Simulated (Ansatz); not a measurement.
This script makes a comparison of functionals at one structure of Cu, space group P2/m with Ansatz's Python interface.

Script `xc_cu.py`:
```python
from dataclasses import dataclass

import ansatz as az
from ase import Atoms
from tabulate import tabulate


@dataclass
class Settings:
    kgrid: tuple[int, ...] = (3, 15, 2)
    cutoff_ev: int = 550
    filling: str = "cold"
    width_ev: float = 0.1


cfg = Settings()


def main() -> None:
    atoms = Atoms(
        ["Cu"],
        scaled_positions=[
            (0.5, 0.5, 0.5),
        ],
        cell=[
            (11.570254, 0.0, 0.0),
            (0.0, 2.238212, 0.0),
            (-4.595624, 0.0, 21.743388),
        ],
        pbc=True,
    )
    system = az.Crystal.from_ase(atoms)

    calculation = (
        system.calculation()
        .kpoints(*cfg.kgrid)
        .basis(cfg.cutoff_ev)
        .occupations(cfg.filling, width=cfg.width_ev)
        .stress()
    )

    rows = []
    for value in ["pbesol", "blyp", "r2scan"]:
        report = calculation.functional(value).run().report
        rows.append((value, report["free_energy_ev"] / len(report["lattice"]["sites"]), report["n_iterations"], sum(report["stress_gpa"][i][i] for i in range(3)) / 3, report["n_kpoints"]))

    print(tabulate(rows, headers=["functional", "F/atom (eV)", "iterations", "P (GPa)", "k-points"], floatfmt=".4f", tablefmt="github"))


if __name__ == "__main__":
    main()
```

Which functional puts this cell under the lowest pressure, and which under the highest?

From lowest to highest: PBEsol (0.0 GPa), r2SCAN (0.0 GPa) and BLYP (0.1 GPa). At a fixed cell a lower pressure usually means a smaller equilibrium volume, so PBEsol prefers the smallest cell and BLYP the largest.

What the script printed:

```console
$ python xc_cu.py
| functional   |   F/atom (eV) |   iterations |   P (GPa) |   k-points |
|--------------|---------------|--------------|-----------|------------|
| pbesol       |    -6586.3535 |            7 |    0.0263 |         32 |
| blyp         |    -6632.7405 |            8 |    0.1192 |         32 |
| r2scan       |    -6628.8669 |           13 |    0.0281 |         32 |
```

Caveats:
- The cell holds an odd number of electrons and is run without spin, so a magnetic state may lie lower.
- The cell holds layers, chains or clusters in vacuum, no bulk phase; its stress is averaged over the vacuum too and scales with the cell's height.
- BLYP can be off by several per cent in the lattices of metals, and by several GPa in the pressure at a fixed cell.
- Pressure is positive in compression.
- Points of the mesh across the vacuum add cost only.
- This isn't the structure that Cu takes at ambient conditions.
- Total energies of different functionals can't be compared; pressures, moments and gaps at this one structure can.
- Timing: 76 s on 1 thread of Intel(R) Xeon(R) Processor @ 2.30GHz, with other jobs on the host, peak memory 2.2 GiB.
